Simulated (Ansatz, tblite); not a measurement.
# Si(GeH3)H3 (SiGeH6): removing an electron

One table from this session's results is given with a row withheld; the runs are named, their logs left out.

Method: as each input shows; program: Ansatz 0.2.0, Gaussian basis.

Levels to be run: charge +1 doublet, at the geometry of the singlet (PBE0-D4/def2-TZVP, PBE-D4/def2-TZVP, r2SCAN-D4/def2-TZVP, LC-ωPBE(0.10)/def2-TZVP, LC-ωPBE(0.15)/def2-TZVP, LC-ωPBE(0.20)/def2-TZVP, LC-ωPBE(0.30)/def2-TZVP, CCSD(T)/def2-TZVPP); charge +1 doublet, relaxed (PBE0-D4/def2-TZVP, PBE-D4/def2-TZVP); the starting singlet's energies come from earlier runs.

**The geometry**

The singlet was relaxed beforehand with PBE0-D4/def2-TZVP.

8 atoms, charge 0, spin multiplicity 1.

Atoms are counted from 1 here; the program's logs count them from 0.

Bond lengths: Si1–Ge2 2.378 Å, Si1–H6 1.487 Å, Si1–H7 1.487 Å, Si1–H8 1.487 Å, Ge2–H3 1.538 Å, Ge2–H4 1.538 Å, Ge2–H5 1.538 Å. Angles: Ge2–Si1–H6 110.1°, Ge2–Si1–H7 110.1°, Ge2–Si1–H8 110.1°, H6–Si1–H7 108.8°, H6–Si1–H8 108.8°, H7–Si1–H8 108.8°, Si1–Ge2–H3 110.6°, Si1–Ge2–H4 110.6°, Si1–Ge2–H5 110.6°, H3–Ge2–H4 108.3°, H3–Ge2–H5 108.3°, H4–Ge2–H5 108.3°.

The first run:

File in.yaml:

```yaml
crystal:
  periodic: [false, false, false]
  atoms:
    - {symbol: Si, position_ang: [-0.003420, 0.007870, -1.200695]}
    - {symbol: Ge, position_ang: [0.003122, -0.007387, 1.177318]}
    - {symbol: H, position_ang: [0.835010, 1.164831, 1.724465]}
    - {symbol: H, position_ang: [0.608001, -1.317907, 1.708510]}
    - {symbol: H, position_ang: [-1.428688, 0.119971, 1.724285]}
    - {symbol: H, position_ang: [1.391229, -0.016594, -1.714930]}
    - {symbol: H, position_ang: [-0.678838, 1.233491, -1.702375]}
    - {symbol: H, position_ang: [-0.726406, -1.184284, -1.716588]}
basis:
  gaussian: {orbitals: def2-TZVP}
total_charge: 1
magnetization: {spin_polarized: true, initial_magnetization: 1}
hamiltonian: {xc: pbe0, dispersion: d4}
output: {orbitals: {seedname: orbitals}}
```

Started as:

```bash
> ansatz run in.yaml --threads 4 --pin off --events-out ev --progress --plain --max-ram 3916MiB
```

Among the steps run: Charge +1 doublet at the fixed geometry, PBE0-D4/def2-TZVP; Charge +1 doublet at the fixed geometry, PBE-D4/def2-TZVP; Charge +1 doublet at the fixed geometry, r2SCAN-D4/def2-TZVP; Charge +1 doublet at the fixed geometry, LC-ωPBE(0.10)/def2-TZVP; Charge +1 doublet at the fixed geometry, LC-ωPBE(0.15)/def2-TZVP; Charge +1 doublet at the fixed geometry, LC-ωPBE(0.20)/def2-TZVP; Charge +1 doublet at the fixed geometry, LC-ωPBE(0.30)/def2-TZVP; Charge +1 doublet at the fixed geometry, CCSD(T)/def2-TZVPP.

One table of the session follows, with a row left open; its other results are not shown here.

| method | vertical ionisation energy (eV) |
| --- | --- |
| HF/def2-TZVPP | 9.71 |
| PBE-D4/def2-TZVP | 10.27 |
| r2SCAN-D4/def2-TZVP | 10.35 |
| PBE0-D4/def2-TZVP | ? |
| MP2/def2-TZVPP | 10.53 |
| CCSD/def2-TZVPP | 10.48 |
| CCSD(T)/def2-TZVPP | 10.52 |

Q: Estimate the row for PBE0-D4/def2-TZVP from the others.

As computed: vertical ionisation energy (eV): 10.41. In the column «vertical ionisation energy (eV)» it lies between r2SCAN-D4/def2-TZVP (10.35) and CCSD/def2-TZVPP (10.48).
